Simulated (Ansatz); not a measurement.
# CH3BFNO: one species, many methods

An exercise on one series of results from a longer session: the logs are not shown, and one member is left open.

Computed with Ansatz 0.2.0, Gaussian basis. Level: functionals in def2-TZVPP, the program's frozen cores in correlated methods.

The runs, in order: LDA (SPW92), PBE-D4, revPBE-D4, BLYP-D4, r2SCAN-D4, B97M-V, PBE0-D4, B3LYP-D4, r2SCANh-D4, r2SCAN0-D4, HSE06-D4, BHLYP-D4, CAM-B3LYP-D4, LC-ωPBE, ωB97X-V, ωB97M-V, B2PLYP, PBE-QIDH; CCSD(T)/def2-SVP; CCSD(T)/def2-TZVPP; MP2/def2-QZVPP; extrapolation to the limit; RPA on PBE.

**Structure used throughout**

All runs share one geometry, relaxed beforehand with PBE0-D4 in a triple-zeta def2 set.

SMILES `NC1(F)BO1`, 8 atoms, charge 0, spin multiplicity 1.

Atoms are counted from 1 here; the program's logs count them from 0.

Bond lengths: N1–C2 1.387 Å, N1–H6 1.009 Å, N1–H7 1.013 Å, C2–F3 1.372 Å, C2–B4 1.510 Å, C2–O5 1.462 Å, B4–O5 1.335 Å, B4–H8 1.182 Å. Angles: C2–N1–H6 112.2°, C2–N1–H7 112.6°, H6–N1–H7 110.3°, N1–C2–F3 113.8°, N1–C2–B4 127.1°, N1–C2–O5 115.3°, F3–C2–B4 118.6°, F3–C2–O5 108.3°, B4–C2–O5 53.3°, C2–B4–O5 61.5°, C2–B4–H8 160.7°, O5–B4–H8 137.7°, C2–O5–B4 65.2°.

The first run:

Contents of in.yaml:

```yaml
crystal:
  periodic: [false, false, false]
  atoms:
    - {symbol: N, position_ang: [-0.430979, 1.148428, 0.184566]}
    - {symbol: C, position_ang: [0.054091, -0.061219, -0.289630]}
    - {symbol: F, position_ang: [0.122120, -0.132661, -1.658333]}
    - {symbol: B, position_ang: [0.337562, -1.307218, 0.515117]}
    - {symbol: O, position_ang: [1.346918, -0.472953, 0.255331]}
    - {symbol: H, position_ang: [-1.439473, 1.170071, 0.211366]}
    - {symbol: H, position_ang: [-0.075323, 1.941583, -0.336157]}
    - {symbol: H, position_ang: [0.177185, -2.343131, 1.061940]}
basis:
  gaussian: {orbitals: def2-TZVPP}
hamiltonian: {xc: lda}
output: {orbitals: {seedname: orbitals}}
```

Among the steps run: LDA; PBE-D4 (GGA); revPBE-D4 (GGA); BLYP-D4 (GGA); r2SCAN-D4 (meta-GGA); B97M-V (meta-GGA); PBE0-D4 (hybrid); B3LYP-D4 (hybrid); r2SCANh-D4 (hybrid); r2SCAN0-D4 (hybrid); HSE06-D4 (hybrid); BHLYP-D4 (hybrid); CAM-B3LYP-D4 (range-separated); LC-ωPBE (range-separated); ωB97X-V (range-separated); ωB97M-V (range-separated); B2PLYP (double hybrid); PBE-QIDH (double hybrid).

One of the session's tables, all rows but one given; the rest of the session is left out.

It belongs to the step «Frontier levels by functional». 

```
  functional  HOMO (eV)  gap (eV)
 LDA (SPW92)      -6.80      4.74
      PBE-D4      -6.60      4.84
   revPBE-D4      -6.53      4.88
     BLYP-D4      -6.51      4.85
   r2SCAN-D4      -6.90      5.49
      B97M-V      -7.00      5.55
     PBE0-D4      -8.12      7.37
    B3LYP-D4          ?         ?
  r2SCANh-D4      -7.47      6.42
  r2SCAN0-D4      -8.31      7.78
    HSE06-D4      -7.71      6.58
    BHLYP-D4      -9.56      9.79
CAM-B3LYP-D4      -9.61      9.94
     LC-ωPBE     -10.96     12.56
     ωB97X-V     -10.58     12.06
     ωB97M-V     -10.48     11.69
```

**Question.** Estimate the row for B3LYP-D4.

Worked estimate for «HOMO (eV)». Against the share of exact exchange, BLYP-D4 (0, -6.51), BHLYP-D4 (0.5, -9.56) give a slope of -6.10 per unit share; at 0.2 the line stands at -7.73.

**Answer.** HOMO (eV): -7.90; gap (eV): 6.88. In «HOMO (eV)» the line misses by +0.17.
